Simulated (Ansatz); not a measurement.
# C3H9In (trimethylindium (TMIn)): B2PLYP/def2-SVP (core potential)

What is the electronic atomisation energy of C3H9In (trimethylindium (TMIn)) at B2PLYP/def2-SVP (core potential)? 

The results are computed with Ansatz 0.2.0.

35 further runs of the same task are left out: 2 that didn't finish, 33 set aside as unsound or not needed.

**1. The molecule**

C3H9In: 13 atoms, total charge 0, spin state singlet. SMILES: `[CH3][In]([CH3])[CH3]`. Geometry: relaxed at PBE0-D4/def2-TZVP.

Bond lengths: C1–In2 2.164 Å, In2–C3 2.164 Å, In2–C4 2.164 Å, C1–H5 1.091 Å, C1–H6 1.094 Å, C1–H7 1.091 Å, C3–H8 1.091 Å, C3–H9 1.091 Å, C3–H10 1.094 Å, C4–H11 1.091 Å, C4–H12 1.094 Å, C4–H13 1.091 Å. Some angles: C1–In2–C3 120.0°, C1–In2–C4 120.1°, C3–In2–C4 119.9°, In2–C1–H5 111.3°, In2–C1–H6 109.3°, In2–C1–H7 111.3°, In2–C3–H8 111.3°, In2–C3–H9 111.4°, In2–C3–H10 109.2°, In2–C4–H11 111.4°.

**2. The energy at B2PLYP/def2-SVP (core potential)**

Contents of job.yaml:

```yaml
crystal:
  periodic: [false, false, false]
  atoms:
    - symbol: C
      position_ang: [-0.506200, 1.897900, -0.902800]
    - symbol: In
      position_ang: [0.007900, -0.003300, -0.006900]
    - symbol: C
      position_ang: [1.475300, -0.088600, 1.581000]
    - symbol: C
      position_ang: [-0.956600, -1.818200, -0.683200]
    - symbol: H
      position_ang: [0.329400, 2.598000, -0.853700]
    - symbol: H
      position_ang: [-1.344900, 2.339400, -0.357000]
    - symbol: H
      position_ang: [-0.811500, 1.777000, -1.943300]
    - symbol: H
      position_ang: [1.276400, -0.918200, 2.261200]
    - symbol: H
      position_ang: [1.500700, 0.842500, 2.149300]
    - symbol: H
      position_ang: [2.467200, -0.242700, 1.146600]
    - symbol: H
      position_ang: [-1.254700, -1.743900, -1.730100]
    - symbol: H
      position_ang: [-1.858700, -1.990800, -0.089300]
    - symbol: H
      position_ang: [-0.304000, -2.683700, -0.557100]
basis:
  gaussian: {orbitals: def2-SVP}
hamiltonian: {xc: {name: B2PLYP}}
accuracy: high
output: {orbitals: {seedname: orbitals}}
correlation: {frozen_orbitals: {C: 1, H: 0, In: 4}}
```

The run is started by

```
$ ansatz run job.yaml --threads 1 --pin off --max-ram 3480MiB --events-out events.jsonl --progress --plain --runs-dir runs
```

Standard output:

```text
Warning: RAYON_NUM_THREADS=1 ignored (pool sized by the plan → 1); use --threads N
Functional definition: B2PLYP
  name "B2PLYP"
  parameter a = 0.53
  parameter c = 0.27
  exchange = (1 - a)*b88_x + a*exact_x
  correlation = (1 - c)*lyp_c + c*(mp2_os + mp2_ss)
2860 factors; integrals over basis functions are off by at most 1.9e-8 eV
mean field evaluation 1: about -8403.5555 eV, gradient 5.8e1 eV
mean field evaluation 2: about -8404.0142 eV, gradient 5.7e1 eV
mean field evaluation 4: about -8412.1573 eV, gradient 1.5e0 eV
mean field evaluation 8: about -8412.1784 eV, gradient 9.8e-2 eV
mean field evaluation 16: about -8412.1784 eV, gradient 3.1e-5 eV
mean field -8412.17840540 eV, -309.1418544191 hartree, gradient 8.1e-8 eV, S^2 0.000000; 0 other end points of the search recorded, 0 dependent functions left out
7 core orbitals not correlated: weight in the atoms' cores, before any rotation towards them, 1.000 or more for the frozen orbitals, at most 0.000 for the correlated occupied ones
reference -8412.17843756 eV, -309.1418556011 hartree; 17, 17 occupied and 89, 89 virtual orbitals, 2860 factors
second order -17.97260649 eV of doubles, -0.00000000 eV of singles
Total energy: -8417.03104131 eV, -309.3201854998 hartree
```

It took 24 s on 1 thread of Arm Neoverse V1, shared host; peak memory 0.48 GiB.

**3. The C atom**

Contents of input.yaml:

```yaml
crystal:
  periodic: [false, false, false]
  atoms:
    - symbol: C
      position_ang: [0.000000, 0.000000, 0.000000]
basis:
  gaussian: {orbitals: def2-SVP}
magnetization: {spin_polarized: true, initial_magnetization: 2}
accuracy: high
correlation: {frozen_orbitals: {C: 1}}
hamiltonian: {xc: {name: B2PLYP}}
```

Run the same way, it converges to -37.77593 Eh (log not shown).

**4. The H atom**

Contents of in.yaml:

```yaml
crystal:
  periodic: [false, false, false]
  atoms:
    - {symbol: H, position_ang: [0.000000, 0.000000, 0.000000]}
basis:
  gaussian:
    orbitals: def2-SVP
total_charge: 0
magnetization:
  spin_polarized: true
  initial_magnetization: 1
hamiltonian:
  xc: {name: B2PLYP}
correlation:
  frozen_orbitals: {H: 0}
accuracy: high
```

Run the same way, it converges to -0.49793 Eh (log not shown).

**5. The In atom at the same level**

Contents of run.yaml:

```yaml
basis:
  gaussian:
    orbitals: def2-SVP
crystal:
  periodic: [false, false, false]
  atoms:
    - symbol: In
      position_ang: [0.000000, 0.000000, 0.000000]
magnetization:
  spin_polarized: true
  initial_magnetization: 1
hamiltonian:
  xc: {name: B2PLYP}
correlation:
  frozen_orbitals: {In: 4}
accuracy: high
```

Run the same way, it converges to -189.83627 Eh (log not shown).

**6. Outcome**

At B2PLYP/def2-SVP (core potential), 7 core orbitals frozen:

```
                                     quantity          value
                       molecule: total energy  -309.32019 Eh
  molecule: HOMO energy (SCF part's orbitals)       -7.91 eV
  molecule: LUMO energy (SCF part's orbitals)        0.13 eV
molecule: HOMO–LUMO gap (SCF part's orbitals)        8.05 eV
                         C atom: total energy   -37.77593 Eh
                                 C atom: ⟨S²⟩          2.004
                         H atom: total energy    -0.49793 Eh
                                 H atom: ⟨S²⟩          0.750
                        In atom: total energy  -189.83627 Eh
                                In atom: ⟨S²⟩          0.753
                electronic atomisation energy      45.574 eV
```

**Reading.** Taking the molecule apart into free atoms costs 45.57 eV (4397 kJ/mol), before zero-point energy and without spin-orbit coupling.
